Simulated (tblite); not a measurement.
# C6H9Cl2FO: the cost of one run

Programs: PySCF 2.14.0 with density-fitted response routines of our own, and tblite 0.8.0. All values are computed, except where a source is named. Atoms count from 0 throughout.

## 1. The molecule as given

19 atoms, charge 0, multiplicity 1; geometry from: MMFF94s geometry. This is the first candidate.

Bonds of the start (Å): C0–C1 1.51, C0–H10 1.10, C0–H11 1.09, C0–H12 1.10, C1–C2 1.52, C1–C4 1.53, C1–H13 1.09, C2–F3 1.35, C2–H14 1.09, C2–H15 1.10, C4–C6 1.52, C4–O5 1.22, C6–C7 1.52, C6–H16 1.09, C6–H17 1.11, C7–Cl8 1.79, C7–Cl9 1.78, C7–H18 1.09.

## 2. GFN2-xTB relaxation, isomer A, conformer 1

Job settings and geometry (Å):

```
{"job": {"xc": "GFN2-xTB", "basis": "xTB", "kind": "relax"}, "charge": 0, "multiplicity": 1}
C     -1.870700     1.363600     0.280200
C     -1.067400     0.136700    -0.097000
C     -1.699600    -1.135300     0.453200
F     -1.051500    -2.200500    -0.071500
C      0.348500     0.221700     0.481200
O      0.612500     0.928600     1.444700
C      1.412200    -0.640700    -0.169900
C      2.730500     0.118600    -0.257600
Cl     2.610700     1.427900    -1.465500
Cl     4.022400    -1.001900    -0.762300
H     -2.015000     1.451500     1.363600
H     -1.386500     2.276000    -0.064400
H     -2.877400     1.327000    -0.168600
H     -0.978900     0.081100    -1.182000
H     -1.656500    -1.187800     1.543200
H     -2.758500    -1.209200     0.154500
H      1.078500    -0.967500    -1.154200
H      1.511500    -1.542900     0.461000
H      3.025400     0.562200     0.696400
```

The run is started by

```sh
OMP_NUM_THREADS=1 python ens_run.py task.json out
```

One launch serves the whole session.

Q: Estimate the wall time of this first job on 1 thread of AMD EPYC 7B13, shared host.

About 2 s.
